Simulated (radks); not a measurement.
# Polarisabilities and dispersion coefficients of Cu, Zn⁺, Ga²⁺ and others

One table from this session's results is given with a row withheld; the runs are named, their logs left out.

Method: scalar-relativistic Kohn-Sham, LB94 model potential, spin-polarised, spherical densities, finite nucleus; open shells are filled with parallel spins first. Code: radks (a radial shooting solver on a logarithmic mesh, Libxc functionals) version 1.

## The system

| Property | Result |
| --- | --- |
| species | Cu ([Ar] 3d10 4s1), Zn⁺ ([Ar] 3d10 4s1), Ga²⁺ ([Ar] 3d10 4s1), Ge³⁺ ([Ar] 3d10 4s1), As⁴⁺ ([Ar] 3d10 4s1), Se⁵⁺ ([Ar] 3d10 4s1), Br⁶⁺ ([Ar] 3d10 4s1), Kr⁷⁺ ([Ar] 3d10 4s1), Rb⁸⁺ ([Ar] 3d10 4s1) |

LB94 adds a gradient term to the LDA potential that gives it a −1/r tail. It is a model potential with no energy functional, so Etot and Exc are not given.

Set-up of the first run:

Settings of this run:

```text
Z 29
configuration [Ar] 3d10 4s1
relativity scalar-relativistic
functional lda,pw
model_potential LB94
spin polarised
nucleus finite rms 3.8823 fm
c 137.035999084
response adiabatic LDA kernel
```

Steps of the session up to this table: Cu, [Ar] 3d10 4s1; Zn⁺, [Ar] 3d10 4s1; Ga²⁺, [Ar] 3d10 4s1; Ge³⁺, [Ar] 3d10 4s1; As⁴⁺, [Ar] 3d10 4s1; Se⁵⁺, [Ar] 3d10 4s1; Br⁶⁺, [Ar] 3d10 4s1; Kr⁷⁺, [Ar] 3d10 4s1; Rb⁸⁺, [Ar] 3d10 4s1.

One table of the session follows, with a row left open; its other results are not shown here.

```
species  −ε(HOMO) (eV)  α (bohr³)  α uncoupled (bohr³)  C6 (hartree bohr⁶)  C8 (hartree bohr⁸)
     Cu          9.082      29.20                42.96               162.5                6158
    Zn⁺         20.004      13.55                19.12               52.27                1156
   Ga²⁺         33.318      7.886                10.79               23.07               355.6
   Ge³⁺         48.790      5.144                6.886               12.00               140.4
   As⁴⁺         66.300      3.597                4.736               6.914               64.54
   Se⁵⁺         85.777      2.638                3.428               4.279               32.93
   Br⁶⁺         107.18      2.003                2.576               2.791               18.12
   Kr⁷⁺              ?          ?                    ?                   ?                   ?
   Rb⁸⁺         155.66      1.244                1.574               1.330               6.455
```

Q: Estimate the row for Kr⁷⁺ from the others.

**Answer.** −ε(HOMO) (eV): 130.48; α (bohr³): 1.562; α uncoupled (bohr³): 1.991; C6 (hartree bohr⁶): 1.896; C8 (hartree bohr⁸): 10.57. In the column «−ε(HOMO) (eV)» it lies between Br⁶⁺ (107.18) and Rb⁸⁺ (155.66).

Uncoupled leaves out the potential induced by the response; C8 is given only where no p, d or f shell is open.
